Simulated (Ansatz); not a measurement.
# Cu: the cost of one run

Computed with Ansatz 0.2.0 (DFT PBEsol, scalar-relativistic, plane waves, PAW, unless a step's input says otherwise).

**1. The structure to begin with**

The structure is hexagonal, space group P6_3/mmc (No. 194). The conventional cell has a = 2.534 Å, b = 2.534 Å, c = 4.113 Å, α = 90.00°, β = 90.00°, γ = 120.00°. Cu (site symmetry -6m2) has 12 Cu at 2.52 to 2.53 Å as nearest neighbours.

As a file:

```
CELL_PARAMETERS angstrom
2.53410 0.00000 0.00000
-1.26705 2.19459 0.00000
0.00000 0.00000 4.11257
ATOMIC_POSITIONS crystal
Cu 0.33333 0.66667 0.25000
Cu 0.66667 0.33333 0.75000
```

The structure comes from the Materials Project (structure only).

**2. Probe: one point at the start**

Input file input.yaml:

```yaml
crystal:
  lattice:
    - [2.5340966698, 0.0, 0.0]
    - [-1.2670483349, 2.1945920917, 0.0]
    - [0.0, 0.0, 4.112571]
  atoms:
    - { symbol: Cu, position: [0.33333333, 0.66666667, 0.25] }
    - { symbol: Cu, position: [0.66666667, 0.33333333, 0.75] }
basis:
  ecutwfc: 350.0
kpoints:
  mp_grid: { grid: [12, 12, 4] }
hamiltonian:
  xc: pbesol
scf:
  occupations: { method: gaussian, width: 0.1 }
output:
  forces: true
  stress: true
  eigenvalues: true
```

Launch:

```console
ansatz run input.yaml --threads 1 --pin off --max-ram 2560MiB --backend cpu --events-out ev --progress --plain --runs-dir out
```

**Question.** How long does this run take on 1 thread of Intel Xeon Platinum 8375C at 2.90GHz (Ice Lake), shared host, and how much memory does it need?

About 1.1 s, with a peak of 0.35 GiB.
